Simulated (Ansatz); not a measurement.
This script drives the Python package of Ansatz (0.2.0).

Input file `POSCAR`:
```text
LaS
1.0
   0.00000000    2.92700000    2.92700000
   2.92700000    0.00000000    2.92700000
   2.92700000    2.92700000    0.00000000
La S
1 1
Direct
   0.00000000    0.00000000    0.00000000
   0.50000000    0.50000000    0.50000000
```

The script, `las.py`:
```python
"""Relax cell and ions of LaS."""

from pathlib import Path
import logging
import sys

import ansatz as az
from ase import Atoms
from ase.io import write
from ase.io import read
from ase.neighborlist import neighbor_list
import numpy as np

logging.basicConfig(stream=sys.stdout, format="%(name)s: %(message)s")
logger = logging.getLogger("calc")
logger.setLevel(logging.INFO)

def edges_and_angles(cell):
    cell = np.asarray(cell)
    a, b, c = np.linalg.norm(cell, axis=1)
    cosines = cell[1] @ cell[2] / (b * c), cell[0] @ cell[2] / (a * c), cell[0] @ cell[1] / (a * b)
    return (a, b, c, *np.degrees(np.arccos(cosines)))

atoms = read("POSCAR", format="vasp")
xtal = az.Crystal.from_ase(atoms)

# only the volume may change
setup = (
    xtal.calculation()
    .kpoints(density=4.5)
    .occupations("fermi_dirac", width=0.1)
    .pseudopotentials("paw")
    .functional(az.Functional.R2SCAN)
    .relax(force_tolerance=0.03, max_steps=100, fix_cell=["shape"])
    .density_of_states(energy_step=0.05, projected=True)
    .density()
    .potential()
    .output_files(volumetric_format=["xsf", "npy"])
)
steps = []


def collect(event):
    if event["event"] == "relax_step":
        steps.append(event["data"])


done = setup.session().plan().execute(on_event=collect)
data = done.report
logger.info("step   energy (eV)     max comp. (eV/A)   P (GPa)  SCF")
for s in steps:
    logger.info(f"{s['step']:4d} {s['lagrangian_ev']:15.5f} {s['allowed_force_max_ev_ang']:12.4f} {s['pressure_gpa']:10.3f} {s['n_scf']:5d}")

first, last = steps[0], steps[-1]
symbols = [site.symbol for site in done.lattice.sites]
logger.info(f"energy gained {first['lagrangian_ev'] - last['lagrangian_ev']:.4f} eV in {len(steps) - 1} steps")
for label, vectors in (("before", first["cell_ang"]), ("after", done.lattice.cell_ang)):
    print(label, "a b c (A) {:.4f} {:.4f} {:.4f}  angles {:.2f} {:.2f} {:.2f}".format(*edges_and_angles(vectors)), f" V = {abs(np.linalg.det(vectors)):.3f} A^3")
print("final stress xx yy zz (GPa, compression positive):", np.round(np.diag(data["stress_gpa"]), 3) + 0.0)

logger.info("atom   start x y z (A)              end x y z (A)")
for symbol, a, b in zip(symbols, first["positions_ang"], last["positions_ang"]):
    print(f"{symbol:3s}", " ".join(f"{v:8.4f}" for v in a), "  ", " ".join(f"{v:8.4f}" for v in b))

logger.info("relaxed fractional positions")
for site in done.lattice.sites:
    print(f"  {site.symbol:2s}", " ".join(f"{v % 1:8.5f}" for v in np.round(site.position_frac, 5)))

relaxed = Atoms(symbols, positions=[site.position_ang for site in done.lattice.sites], cell=done.lattice.cell_ang, pbc=True)
write("relaxed.cif", relaxed, format="cif")

final = Atoms(symbols, positions=last["positions_ang"], cell=done.lattice.cell_ang, pbc=True)
i, j, d = neighbor_list("ijd", final, 4.5)
logger.info("neighbours within 1.2 times the shortest distance of each atom (A)")
for atom in range(len(final)):
    near = [m for m in np.argsort(d) if i[m] == atom]
    shell = [m for m in near if d[m] < 1.2 * d[near[0]]]
    print(f"{symbols[atom]}{atom} ({len(shell)}):", ", ".join(f"{symbols[j[m]]} {d[m]:.3f}" for m in shell))

logger.info(f"free energy      {data['free_energy_ev']:.5f} eV")
logger.info(f"per atom         {data['free_energy_ev'] / len(done.lattice.sites):.5f} eV")
logger.info(f"SCF iterations   {data['n_iterations']}  (converged: {data['converged']})")

dos = done.density_of_states()
energy = np.asarray(dos.energies_ev) - dos.fermi_ev
projected = done.projected_density_of_states()
# electrons in each projected shell, from the curves below the Fermi level
step = energy[1] - energy[0]
for index, site in enumerate(projected.sites):
    for shell in site.shells:
        curve = sum(np.sum(part.g_bin_mean_per_ev, axis=0) for part in shell.curves)
        logger.info(f"site {index} {site.species:2s} {shell.label:3s} filled {curve[energy <= 0].sum() * step:7.3f}  at E_F {np.interp(0, energy, curve):7.3f} /eV")

folder = Path(done.write_results("volumes"))
print(sorted(path.name for path in folder.iterdir()))
head = (folder / "rho.xsf").read_text().split("BEGIN_BLOCK")[0]
print(head)
```

It is started by `python las.py`. How long does it take on 1 thread of Arm Neoverse V2, on a shared host, and how much memory does it need?

It took about 18 s, with a peak of 0.61 GiB, for 1 run of the engine.

Running `python las.py` prints:
```text
DeckWarning: basis.ecutwfc = 500 eV, auto-derived from the records' recommended cutoffs: set by La (their level for a meta-GGA)
calc: step   energy (eV)     max comp. (eV/A)   P (GPa)  SCF
calc:    1     -7175.38192       0.0000      1.575     6
calc:    2     -7175.37819       0.0000     -1.928     5
calc:    3     -7175.38614       0.0000     -0.064     8
calc:    4     -7175.38616       0.0000     -0.002     4
calc:    5     -7175.38635       0.0000     -0.001     5
calc: energy gained 0.0044 eV in 4 steps
before a b c (A) 4.1394 4.1394 4.1394  angles 60.00 60.00 60.00  V = 50.153 A^3
after a b c (A) 4.1644 4.1644 4.1644  angles 60.00 60.00 60.00  V = 51.068 A^3
final stress xx yy zz (GPa, compression positive): [-0.001 -0.001 -0.001]
calc: atom   start x y z (A)              end x y z (A)
La    0.0000   0.0000   0.0000     -0.0000  -0.0000   0.0000
S     2.9270   2.9270   2.9270      2.9447   2.9447   2.9447
calc: relaxed fractional positions
  La  0.00000  0.00000  0.00000
  S   0.50000  0.50000  0.50000
calc: neighbours within 1.2 times the shortest distance of each atom (A)
La0 (6): S 2.945, S 2.945, S 2.945, S 2.945, S 2.945, S 2.945
S1 (6): La 2.945, La 2.945, La 2.945, La 2.945, La 2.945, La 2.945
calc: free energy      -7175.38635 eV
calc: per atom         -3587.69317 eV
calc: SCF iterations   5  (converged: True)
calc: site 0 La 5S  filled   1.952  at E_F   0.000 /eV
calc: site 0 La 6S  filled   0.375  at E_F   0.009 /eV
calc: site 0 La 5P  filled   5.970  at E_F   0.002 /eV
calc: site 0 La 5D  filled   2.178  at E_F   0.941 /eV
calc: site 0 La 4F  filled   0.250  at E_F   0.262 /eV
calc: site 1 S  3S  filled   1.610  at E_F   0.002 /eV
calc: site 1 S  3P  filled   4.628  at E_F   0.072 /eV
['dos.tsv', 'fields.json', 'pdos.tsv', 'rho.npy', 'rho.xsf', 'rho_z.tsv', 'v_es.npy', 'v_es.xsf', 'v_tot.npy', 'v_tot.xsf', 'v_z.tsv']
CRYSTAL
PRIMVEC
   -0.000000    2.944694    2.944694
    2.944694   -0.000000    2.944694
    2.944694    2.944694   -0.000000
PRIMCOORD
    2    1
   57   -0.000000   -0.000000    0.000000
   16    2.944694    2.944694    2.944694
```
(Warnings from the package without file and line.)

File `relaxed.cif` afterwards:
```cif
data_image0
_chemical_formula_structural       LaS
_chemical_formula_sum              "La1 S1"
_cell_length_a       4.16442686876005
_cell_length_b       4.16442686876005
_cell_length_c       4.16442686876005
_cell_angle_alpha    60.00000000000001
_cell_angle_beta     60.00000000000001
_cell_angle_gamma    60.00000000000001

_space_group_name_H-M_alt    "P 1"
_space_group_IT_number       1

loop_
  _space_group_symop_operation_xyz
  'x, y, z'

loop_
  _atom_site_type_symbol
  _atom_site_label
  _atom_site_symmetry_multiplicity
  _atom_site_fract_x
  _atom_site_fract_y
  _atom_site_fract_z
  _atom_site_occupancy
  La  La1       1.0  1.2467423132374027e-47  0.0  0.0  1.0000
  S   S1        1.0  0.5  0.5  0.5  1.0000
```

Total energies depend on the potentials; only differences at equal settings carry meaning. Forces vanish by symmetry, so the ions can't move, and the end may be a saddle. The mesh is modest for a metal, so energies can be off by several to tens of meV an atom and pressures by half a GPa or more; differences at equal mesh fare better. Projections exist only for the shells that the potentials hold, some of them semicore, and samples at single energies can miss narrow peaks. Energies along a relaxation are free energies. Rows at an unchanged volume are solved on a plane-wave basis chosen afresh for that cell, so the energy can jump there; the script counts such rows among its steps. Edges and angles are those of the cell as typed, here a primitive one, not of the conventional cell. Densities and potentials on the grid are those of the valence electrons, and inside the cores they hang on the potentials used. The structure is a deposited one; some such entries were measured under pressure or heat, so a shift against it needn't be the functional's error alone. The computed bands are complete only to about 1.2 eV above the Fermi level; beyond that the density of states is undercounted.
